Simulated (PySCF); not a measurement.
**H₃Br: electronic structure in real space**

Aim: take H₃Br and find what binds its two fragments, compute its lowest excited states and analyse its density (charges, bond critical points, surface potential).

Computed with PySCF 2.14.0. Level: levels as typed in each script, gas phase, geometry from GFN2-xTB.

**1. Where the work starts**

4 atoms, charge 0, spin multiplicity 1.

Bond lengths: Br1–H2 1.403 Å, H3–H4 0.780 Å.

As a file:

```
Br    0.2355   -0.0001    0.0003
H    -1.1674    0.0045   -0.0166
H    -3.5382   -0.3907    0.0030
H    -3.5382    0.3891    0.0032
```

**2. Binding of the two fragments (HF/cc-pvtz)**

The input, input.py:

```python
import numpy as np
from pyscf import gto, scf, dft
from pyscf.scf import atom_ks, atom_hf
from scipy.linalg import block_diag
from pyscf.dispersion import dftd3

def solve(mol, dm0=None, hcore=None):
    mf = scf.UHF(mol) if mol.spin else scf.RHF(mol)
    mf = mf.density_fit(auxbasis='def2-universal-jkfit')
    mf.conv_tol, mf.max_cycle = 1e-8, 80
    if hcore is not None:
        mf.get_hcore = lambda *args: hcore
    mf.kernel(dm0)
    if not mf.converged:
        mf = mf.newton().run(mf.mo_coeff, mf.mo_occ, max_cycle=30)
    assert mf.converged, 'SCF not converged'
    return mf

mol = gto.M(atom='''
Br     0.23553    -0.00008     0.00030
H     -1.16737     0.00451    -0.01656
H     -3.53816    -0.39073     0.00297
H     -3.53819     0.38905     0.00318
''', basis='cc-pvtz', charge=0, spin=0, verbose=4)
mol_a = gto.M(atom='''
Br     0.23553    -0.00008     0.00030
H     -1.16737     0.00451    -0.01656
ghost-H     -3.53816    -0.39073     0.00297
ghost-H     -3.53819     0.38905     0.00318
''', basis='cc-pvtz', charge=0, spin=0, verbose=4)
mol_b = gto.M(atom='''
ghost-Br     0.23553    -0.00008     0.00030
ghost-H     -1.16737     0.00451    -0.01656
H     -3.53816    -0.39073     0.00297
H     -3.53819     0.38905     0.00318
''', basis='cc-pvtz', charge=0, spin=0, verbose=4)
ab, a, b = solve(mol), solve(mol_a), solve(mol_b)
e_int = ab.e_tot - a.e_tot - b.e_tot
print('counterpoise-corrected interaction energy / kcal/mol', e_int * 627.5095)
def disp(atoms, charge):
    m = gto.M(atom=atoms, charge=charge, basis='sto-3g', spin=None, unit='Bohr', verbose=0)
    return dftd3.DFTD3Dispersion(m, xc='hf', version='d3bj').get_dispersion()['energy']
e_disp = disp(mol._atom, mol.charge) - disp(mol._atom[:2], mol_a.charge) - disp(mol._atom[2:], mol_b.charge)
print('D3(BJ) part / kcal/mol', e_disp * 627.5095)
# spherically averaged free atoms, for the promolecule
atm = scf.atom_hf.get_atm_nrhf(mol)
pro = block_diag(*[(atm[a[0]][2] * atm[a[0]][3]) @ atm[a[0]][2].T for a in mol._atom])
np.savez('result.npz', e_int=e_int, e_disp=e_disp, dm_a=a.make_rdm1(), dm_b=b.make_rdm1(), c=ab.mo_coeff, occ=ab.mo_occ, eps=ab.mo_energy, pro=pro, d=[f.dip_moment(verbose=0) for f in (ab, a, b)])
```

The run is started by

```sh
OMP_NUM_THREADS=1 python input.py
```

**4. Excited states (M06-2X/def2-svp)**

The input, input.py:

```python
import numpy as np
from pyscf import gto, scf, dft, tdscf
from pyscf.scf import atom_ks, atom_hf
from scipy.linalg import block_diag

def solve(mol, dm0=None, hcore=None):
    mf = (dft.UKS if mol.spin else dft.RKS)(mol, xc='m062x')
    mf.grids.level = 3
    mf = mf.density_fit(auxbasis='def2-universal-jkfit')
    mf.conv_tol, mf.max_cycle = 1e-8, 80
    if hcore is not None:
        mf.get_hcore = lambda *args: hcore
    mf.kernel(dm0)
    if not mf.converged:
        mf = mf.newton().run(mf.mo_coeff, mf.mo_occ, max_cycle=30)
    assert mf.converged, 'SCF not converged'
    return mf

mol = gto.M(atom='''
Br     0.23553    -0.00008     0.00030
H     -1.16737     0.00451    -0.01656
H     -3.53816    -0.39073     0.00297
H     -3.53819     0.38905     0.00318
''', basis='def2-svp', charge=0, spin=0, verbose=4)
mf = solve(mol)
td = mf.TDA()
td.nstates, td.singlet, td.conv_tol = 5, True, 1e-5
td.kernel()
td.analyze()
x, y = np.array([p[0] for p in td.xy]), np.array([p[1] + 0 * p[0] for p in td.xy])
f, mu = td.oscillator_strength(), td.transition_dipole()
nto = [td.get_nto(state=i + 1, verbose=4) for i in range(len(td.e))]
# spherically averaged free atoms, for the promolecule
atm = atom_ks.get_atm_nrks(mol, xc='m062x')
pro = block_diag(*[(atm[a[0]][2] * atm[a[0]][3]) @ atm[a[0]][2].T for a in mol._atom])
np.savez('result.npz', e=td.e, f=f, ok=td.converged, w=[n[0] for n in nto], nto=[n[1] for n in nto], x=x, y=y, c=mf.mo_coeff, occ=mf.mo_occ, eps=mf.mo_energy, pro=pro, mu=mu)
```

**6. Density, bond paths and surface potential (HF/cc-pvtz)**

The input, input.py:

```python
import numpy as np
from pyscf import gto, scf, dft
from pyscf.scf import atom_ks, atom_hf
from scipy.linalg import block_diag

def solve(mol, dm0=None, hcore=None):
    mf = scf.UHF(mol) if mol.spin else scf.RHF(mol)
    mf = mf.density_fit(auxbasis='def2-universal-jkfit')
    mf.conv_tol, mf.max_cycle = 1e-8, 80
    if hcore is not None:
        mf.get_hcore = lambda *args: hcore
    mf.kernel(dm0)
    if not mf.converged:
        mf = mf.newton().run(mf.mo_coeff, mf.mo_occ, max_cycle=30)
    assert mf.converged, 'SCF not converged'
    return mf

mol = gto.M(atom='''
Br     0.23553    -0.00008     0.00030
H     -1.16737     0.00451    -0.01656
H     -3.53816    -0.39073     0.00297
H     -3.53819     0.38905     0.00318
''', basis='cc-pvtz', charge=0, spin=0, verbose=4)
mf = solve(mol)
mf.analyze()
# spherically averaged free atoms, for the promolecule
atm = scf.atom_hf.get_atm_nrhf(mol)
pro = block_diag(*[(atm[a[0]][2] * atm[a[0]][3]) @ atm[a[0]][2].T for a in mol._atom])
np.savez('result.npz', e=mf.e_tot, c=mf.mo_coeff, occ=mf.mo_occ, eps=mf.mo_energy, pro=pro, dip=mf.dip_moment(verbose=0), s2=mf.spin_square()[0])
```

(Steps that only read results are left out.)

Q: Predict the outcome of this session. Wanted: interaction energy, counterpoise; lowest singlet excitation; dipole moment; HOMO, LUMO.

As calculated:

| quantity | value |
| --- | --- |
| interaction energy, counterpoise (HF/cc-pvtz) | +0.2 kcal/mol |
| lowest singlet excitation (M06-2X/def2-svp) | 7.37 eV |
| dipole moment (HF/cc-pvtz) | 1.15 D |
| HOMO, LUMO (HF/cc-pvtz) | -11.77, 3.58 eV |

The counterpoise-corrected interaction energy of the frozen fragments is +0.2 kcal/mol without dispersion correction and −0.6 kcal/mol with D3(BJ). The pair geometry is semi-empirical, not a minimum at this level. At HF/cc-pvtz: The highest Hirshfeld charge is on H2 (+0.09 e), the lowest on Br1 (−0.11 e). All values hold at the given geometry, in the gas phase.
